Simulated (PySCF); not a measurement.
# [Sm(PH3)]3+: other functionals and bases at one geometry

One table from this session's results is given with a row withheld; the runs are named, their logs left out.

Program: PySCF 2.14.0. Level of theory: several levels, as the steps say, no spin–orbit coupling. These are calculated values, not measurements.

1 further run of the same task is left out (for a known fault of the program).

### The starting structure

5 atoms, charge 3, spin multiplicity 1.

Bond lengths: Sm1–P2 2.959 Å, P2–H3 1.427 Å, P2–H4 1.427 Å, P2–H5 1.427 Å. Angles: Sm1–P2–H3 111.7°, Sm1–P2–H4 111.7°, Sm1–P2–H5 111.7°, H3–P2–H4 107.2°, H3–P2–H5 107.2°, H4–P2–H5 107.2°.

Coordinates:

```xyz
5

Sm    0.00000    0.00000   -0.43681
P     0.00000    0.00000    2.52215
H     1.32633   -0.00001    3.04935
H    -0.66316    1.14864    3.04935
H    -0.66317   -1.14864    3.04935
```

Formal oxidation states: Sm +3. Each metal's 5 4f electrons lie in its core potential, so multiplicities, spins and levels count the valence alone. An earlier session relaxed this geometry at PBE0, Sm lcecp-1-SVP with ECP51, P def2-SVP, H def2-SVP (singlet, point group C3v).

At PBE0 on the finer grid: E = -376.299912 Eh, HOMO -23.97 eV, LUMO -19.43 eV, Mulliken charge on Sm1 +2.32 e, largest force component 0.023 eV/Å. 

Levels to run: wB97X; CAM-B3LYP; PBE0, TZVP. Hardware: 2 threads of Intel Xeon Platinum 8488C (Sapphire Rapids), shared host.

The first run:

File run.py (the lines that set the calculation):

```python
mol = gto.M(atom='''
Sm     0.00000     0.00000    -0.43681
P      0.00000     0.00000     2.52215
H      1.32633    -0.00001     3.04935
H     -0.66316     1.14864     3.04935
H     -0.66317    -1.14864     3.04935''',
    basis={'Sm': 'lcecp-1-SVP', 'P': 'def2-SVP', 'H': 'def2-SVP'},
    ecp={'Sm': 'lcecp-1-SVP'},
    charge=3, spin=0)
mf = dft.RKS(mol, xc='WB97X')
mf.grids.atom_grid = (75, 302)  # f atoms: unpruned, at least (60, 302)
mf = mf.density_fit()  # fitting sets: Sm AutoAux, P def2-universal-JKFIT, H def2-universal-JKFIT
mf.conv_tol = 1e-08; mf.max_cycle = 55
mf.kernel(dm0)  # dm0: the density of the relaxed state
```

The run is started by

```sh
$ OMP_NUM_THREADS=2 python run.py
```

Among the steps run: wB97X; CAM-B3LYP; PBE0, TZVP.

One of the session's tables, all rows but one given; the rest of the session is left out.

| level | HOMO (eV) | gap (eV) | dipole (D) | largest force component (eV/Å) |
| --- | --- | --- | --- | --- |
| PBE0 (relaxed here) | -23.97 | 4.53 | 2.43 | 0.02 |
| wB97X | -26.03 | 9.02 | 1.71 | 0.14 |
| CAM-B3LYP | -25.10 | 6.70 | 2.08 | 0.11 |
| PBE0, TZVP | ? | ? | ? | ? |

Q: Estimate the row for PBE0, TZVP from the others.

**Answer.** HOMO (eV): -23.85; gap (eV): 4.49; dipole (D): 2.58; largest force component (eV/Å): 0.17. In the column «HOMO (eV)» it is the highest.

The dipole of a charged species depends on the origin, so these sizes hold for this origin alone.

In one basis the HOMO–LUMO gap runs from 4.53 eV (PBE0) to 9.02 eV (wB97X). The largest leftover force, 0.17 eV/Å with PBE0, TZVP, stands at a geometry relaxed at another level. With 4f in the core, its levels are missing from HOMO and gap, and its count is fixed, so no charge can pass from the ligands into it. Total energies of different levels can't be compared.
